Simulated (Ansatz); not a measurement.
# C2H8AlB: up Jacob's ladder to CCSD(T)

How much do the methods differ for C2H8AlB? The plan is to run it at one geometry with functionals of several rungs and with coupled cluster, and see how far each lands from CCSD(T) at the basis-set limit for the atomisation energy.

Method: functionals in def2-TZVPP, the program's frozen cores in correlated methods; program: Ansatz 0.2.0, Gaussian basis.

Levels to be run: LDA (SPW92), PBE-D4, revPBE-D4, BLYP-D4, r2SCAN-D4, B97M-V, PBE0-D4, B3LYP-D4, r2SCANh-D4, r2SCAN0-D4, HSE06-D4, BHLYP-D4, CAM-B3LYP-D4, LC-ωPBE, ωB97X-V, ωB97M-V, B2PLYP, PBE-QIDH; CCSD(T)/def2-SVP; CCSD(T)/def2-TZVPP; MP2/def2-QZVPP; extrapolation to the limit; RPA on PBE.

## (1) Structure used throughout

The geometry comes from an earlier relaxation with PBE0-D4 in a triple-zeta def2 set; it is a stationary point, not always the lowest conformer.

SMILES `C[B](C)[AlH2]`, 12 atoms, charge 0, spin multiplicity 1.

Atoms are counted from 1 here; the program's logs count them from 0.

Bond lengths: C1–B2 1.568 Å, C1–H5 1.092 Å, C1–H6 1.103 Å, C1–H7 1.095 Å, B2–C3 1.568 Å, B2–Al4 2.142 Å, C3–H8 1.103 Å, C3–H9 1.092 Å, C3–H10 1.095 Å, Al4–H11 1.599 Å, Al4–H12 1.599 Å. Angles: B2–C1–H5 116.8°, B2–C1–H6 104.0°, B2–C1–H7 114.0°, H5–C1–H6 105.6°, H5–C1–H7 109.4°, H6–C1–H7 105.9°, C1–B2–C3 117.5°, C1–B2–Al4 121.2°, C3–B2–Al4 121.3°, B2–C3–H8 104.0°, B2–C3–H9 116.8°, B2–C3–H10 114.0°, H8–C3–H9 105.6°, H8–C3–H10 105.9°, H9–C3–H10 109.4°, B2–Al4–H11 122.1°, B2–Al4–H12 122.1°, H11–Al4–H12 115.9°.

## (2) LDA

This LDA is Slater exchange with PW92 correlation.

Contents of in.yaml:

```yaml
crystal:
  periodic: [false, false, false]
  atoms:
    - {symbol: C, position_ang: [0.094320, 1.395250, -0.728701]}
    - {symbol: B, position_ang: [0.022795, 0.015752, 0.012539]}
    - {symbol: C, position_ang: [0.897836, -0.160291, 1.301234]}
    - {symbol: Al, position_ang: [-1.224930, -1.569082, -0.709760]}
    - {symbol: H, position_ang: [-0.095685, 1.386460, -1.804228]}
    - {symbol: H, position_ang: [-0.730458, 1.979071, -0.285544]}
    - {symbol: H, position_ang: [1.008444, 1.963673, -0.525361]}
    - {symbol: H, position_ang: [1.840232, -0.594722, 0.926209]}
    - {symbol: H, position_ang: [0.529678, -0.860656, 2.054147]}
    - {symbol: H, position_ang: [1.173097, 0.783033, 1.785436]}
    - {symbol: H, position_ang: [-2.770890, -1.678347, -0.317298]}
    - {symbol: H, position_ang: [-0.667538, -2.715343, -1.674773]}
basis:
  gaussian: {orbitals: def2-TZVPP}
hamiltonian: {xc: lda}
output: {orbitals: {seedname: orbitals}}
```

On the command line:

```
> ansatz run in.yaml --threads 2 --pin off --events-out ev --progress --plain --max-ram 4352MiB
```

Further steps of the session: PBE-D4 (GGA); revPBE-D4 (GGA); BLYP-D4 (GGA); r2SCAN-D4 (meta-GGA); B97M-V (meta-GGA); B3LYP-D4 (hybrid); r2SCANh-D4 (hybrid); r2SCAN0-D4 (hybrid); HSE06-D4 (hybrid); BHLYP-D4 (hybrid); CAM-B3LYP-D4 (range-separated); LC-ωPBE (range-separated); ωB97X-V (range-separated); ωB97M-V (range-separated); B2PLYP (double hybrid); PBE-QIDH (double hybrid); CCSD(T) in def2-SVP; CCSD(T) in def2-TZVPP; MP2 in def2-QZVPP; RPA on PBE orbitals.

Before running them: what should the planned runs give, taken together? Wanted: atomisation energy, CCSD(T)/CBS; farthest beyond LDA; mean size of error, GGA; mean size of error, meta-GGA; mean size of error, hybrid; mean size of error, range-separated; mean size of error, double hybrid; gap, smallest and largest; T1 diagnostic.

As calculated:

| quantity | value |
| --- | --- |
| atomisation energy, CCSD(T)/CBS | 4123.9 kJ/mol |
| functionals within 20.6 kJ/mol (0.5 %) | BLYP-D4, PBE0-D4, B3LYP-D4, r2SCANh-D4, r2SCAN0-D4, LC-ωPBE, PBE-QIDH |
| farthest beyond LDA | B97M-V (+57.3 kJ/mol) |
| mean size of error, GGA | 30.8 kJ/mol |
| mean size of error, meta-GGA | 44.0 kJ/mol |
| mean size of error, hybrid | 20.9 kJ/mol |
| mean size of error, range-separated | 20.8 kJ/mol |
| mean size of error, double hybrid | 16.9 kJ/mol |
| gap, smallest and largest | 3.27 eV (LDA (SPW92)), 9.97 eV (LC-ωPBE) |
| T1 diagnostic | 0.0106 |
| triples share of the correlation energy | 3.5 % |

**Reading.** The LDA atomisation energy is off by 491.1 kJ/mol (12 %): it overbinds. PBE-D4 misses by +45.8 kJ/mol. Double hybrids carry the basis error of their MP2 part in triple zeta, and no dispersion term here, so their miss is partly the set-up's. Taken by rung, double hybrid functionals do best (16.9 kJ/mol on average) and meta-GGA ones worst beyond LDA (44.0 kJ/mol). The gap between the best rungs is small, so their order is not settled. The reference freezes the cores and leaves out relativity and excitations past (T), so misses under about 20.6 kJ/mol can't be ranked. Hartree-Fock recovers 78 % of the binding; the rest is correlation. CCSD(T) in def2-SVP is off by -159.8 kJ/mol, so the small basis spoils what the method gains. Orbital gaps span 3.3 to 10.0 eV; exact exchange widens them.
